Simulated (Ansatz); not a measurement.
# C₂H₈HfO₃S: basis-set convergence

Aim: see how fast density functionals converge with the basis set for C₂H₈HfO₃S.

Program: Ansatz 0.2.0, Gaussian basis. Level of theory: one geometry, several basis sets. These are calculated values, not measurements.

Plan: PBE0-D4/def2-SVP; ωB97M-V/def2-SVP; PBE0-D4/def2-QZVPP; ωB97M-V/def2-QZVPP; the functionals' def2-TZVPP values are taken from earlier runs.

### Step 1. Structure used throughout

The geometry comes from an earlier relaxation with PBE0-D4 in a triple-zeta def2 set; it is a stationary point, not always the lowest conformer. Hf takes the def2 core potential; no spin-orbit term is included.

SMILES `C[O][Hf]([OH])([OH])[S]C`, 15 atoms, charge 0, spin multiplicity 1.

Atoms are counted from 1 here; the program's logs count them from 0.

Bond lengths: C1–O2 1.389 Å, C1–H8 1.095 Å, C1–H9 1.095 Å, C1–H10 1.095 Å, O2–Hf3 1.908 Å, Hf3–O4 1.926 Å, Hf3–O5 1.929 Å, Hf3–S6 2.461 Å, O4–H11 0.951 Å, O5–H12 0.951 Å, S6–C7 1.827 Å, C7–H13 1.090 Å, C7–H14 1.090 Å, C7–H15 1.091 Å. Angles: O2–C1–H8 110.8°, O2–C1–H9 110.2°, O2–C1–H10 110.6°, H8–C1–H9 108.4°, H8–C1–H10 108.5°, H9–C1–H10 108.3°, C1–O2–Hf3 173.7°, O2–Hf3–O4 113.4°, O2–Hf3–O5 112.4°, O2–Hf3–S6 104.7°, O4–Hf3–O5 109.2°, O4–Hf3–S6 108.3°, O5–Hf3–S6 108.5°, Hf3–O4–H11 165.8°, Hf3–O5–H12 157.9°, Hf3–S6–C7 98.5°, S6–C7–H13 107.5°, S6–C7–H14 111.2° and more.

### Step 2. PBE0-D4 in def2-SVP

File in.yaml:

```yaml
crystal:
  periodic: [false, false, false]
  atoms:
    - {symbol: C, position_ang: [-2.838078, 1.460438, 0.591001]}
    - {symbol: O, position_ang: [-1.676199, 0.790022, 0.232092]}
    - {symbol: Hf, position_ang: [-0.186674, -0.309407, -0.228291]}
    - {symbol: O, position_ang: [-0.226148, -2.042244, 0.611965]}
    - {symbol: O, position_ang: [0.001249, -0.533791, -2.135329]}
    - {symbol: S, position_ang: [1.776932, 0.911506, 0.613529]}
    - {symbol: C, position_ang: [3.062024, -0.310630, 0.175088]}
    - {symbol: H, position_ang: [-3.460075, 0.838750, 1.243685]}
    - {symbol: H, position_ang: [-2.591699, 2.382965, 1.126200]}
    - {symbol: H, position_ang: [-3.422023, 1.723122, -0.297477]}
    - {symbol: H, position_ang: [-0.387592, -2.948873, 0.847659]}
    - {symbol: H, position_ang: [-0.071322, -0.320483, -3.059476]}
    - {symbol: H, position_ang: [4.026150, 0.112194, 0.457294]}
    - {symbol: H, position_ang: [2.919284, -1.244419, 0.719221]}
    - {symbol: H, position_ang: [3.074180, -0.509150, -0.897169]}
basis:
  gaussian: {orbitals: def2-SVP}
hamiltonian: {xc: pbe0, dispersion: d4}
output: {orbitals: {seedname: orbitals}}
```

Started as:

```bash
$ ansatz run in.yaml --threads 2 --pin off --events-out ev --progress --plain --max-ram 22528MiB --backend cpu
```

Further steps of the session: ωB97M-V in def2-SVP; PBE0-D4 in def2-QZVPP; ωB97M-V in def2-QZVPP.

Before running them: what should the planned runs give, taken together? Wanted: PBE0-D4: double and triple zeta above quadruple; ωB97M-V: double and triple zeta above quadruple.

As calculated:

| quantity | value |
| --- | --- |
| PBE0-D4: double and triple zeta above quadruple | 14.93, 0.82 eV |
| ωB97M-V: double and triple zeta above quadruple | 15.22, 0.79 eV |

What this shows: PBE0-D4 gains 14.11 eV from double to triple zeta, then 0.82 eV more. These are total energies; as a rule much of such shifts cancels in differences, which this series doesn't test. The LUMO of ωB97M-V is positive and keeps falling with the basis (1.36 to 0.60 eV): an unbound level that the basis holds in place.
